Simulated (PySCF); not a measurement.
# The bond of CsS, level by level

What are the lowest state that PBE0 finds, the bond length, vibrational wavenumber and bond energy of CsS, and how much do these hang on the method?

Computed with PySCF 2.14.0. Level: Cs def2-SVP with ECP46, S def2-SVP, scalar-relativistic core potentials.

**1. The job**

A driver script around PySCF takes these settings:

```
atoms                         : Cs, S
charge                        : 0
basis                         : Cs def2-SVP with ECP46, S def2-SVP
Hamiltonian                   : scalar-relativistic core potentials
basis functions               : 42
electrons treated             : 25
masses in u                   : 132.9054, 31.9721
levels                        : PBE0, PBE, r²SCAN, LDA, B97-3, PBEsol, CAM-B3LYP, HF, MP2, SCS-MP2, CCSD, CCSD(T)
grid                          : 80 radial by 434 angular points
occupations                   : held fixed by the projection of orbital angular momentum
dissociation limit            : Cs + S, each in its ground configuration
starting distance in angstrom : 3.190
values of 2S to try           : 1, 3
```

Run with:

```sh
$ OMP_NUM_THREADS=1 python dia.py task.json out
```

Further steps of the session: PBE0 along the bond; Higher solutions at PBE0; PBE (GGA); r²SCAN; LDA (local density); B97-3; PBEsol; CAM-B3LYP (range-separated hybrid); UHF; Correlated methods on the Hartree–Fock reference.

Q: Predict the outcome of this session. Wanted: for each run, Re; ωe; De; μ.

**Answer**, as computed:

Lowest PBE0 solution found, without spin–orbit coupling: ²Π (doublet), unpaired electrons π ↑. State 2 has its PBE0 minimum 0.12 eV higher. State 3 has its PBE0 minimum 2.54 eV higher. The other levels ran on the lowest alone.

```tsv
level	Re (Å)	ωe (cm⁻¹)	De (eV)	μ (D)
UHF	3.181	200.3	1.55	-11.45
UHF-MP2	3.138	208.1	2.04	n/a
UHF-SCS-MP2	3.145	206.6	2.05	n/a
UHF-CCSD	3.142	207.3	1.96	n/a
UHF-CCSD(T)	3.142	206.7	1.99	n/a
LDA	3.050	215.7	2.99	-8.74
PBE	3.109	200.3	2.70	-9.18
PBEsol	3.078	208.3	2.83	-9.07
r²SCAN	3.123	202.3	2.74	-10.13
PBE0	3.100	207.4	2.64	-9.99
B97-3	3.125	201.2	2.76	-10.25
CAM-B3LYP	3.111	208.8	2.59	-10.27
```

De is counted to Cs + S in their ground configurations. A positive dipole means Cs(−)S(+).

Differences from CCSD(T) in the same basis:

```tsv
level	Re (mÅ)	ωe (%)
UHF	+39	-3.1
UHF-MP2	-4	+0.7
UHF-SCS-MP2	+3	0.0
UHF-CCSD	0	+0.3
LDA	-91	+4.3
PBE	-32	-3.1
PBEsol	-64	+0.7
r²SCAN	-18	-2.1
PBE0	-42	+0.3
B97-3	-17	-2.7
CAM-B3LYP	-31	+1.0
```

In words: Judged by CCSD(T) in the same basis: best bond length UHF-CCSD (0 mÅ), worst LDA (-91 mÅ); best wavenumber UHF-SCS-MP2 (0.0 %), worst LDA (+4.3 %). CCSD(T) in a basis this small is itself some way from its limit, more so than the functionals. Of the levels with a De here, UHF gives the least (1.55 eV) and LDA the most (2.99 eV).

Correlated steps freeze 5 core orbitals. Spin–orbit coupling is left out, which matters for elements this heavy, above all for dissociation energies. At some levels the lowest empty orbital lies below the highest filled one (the two can be of opposite spin). With spin–orbit coupling the term label itself may not hold.
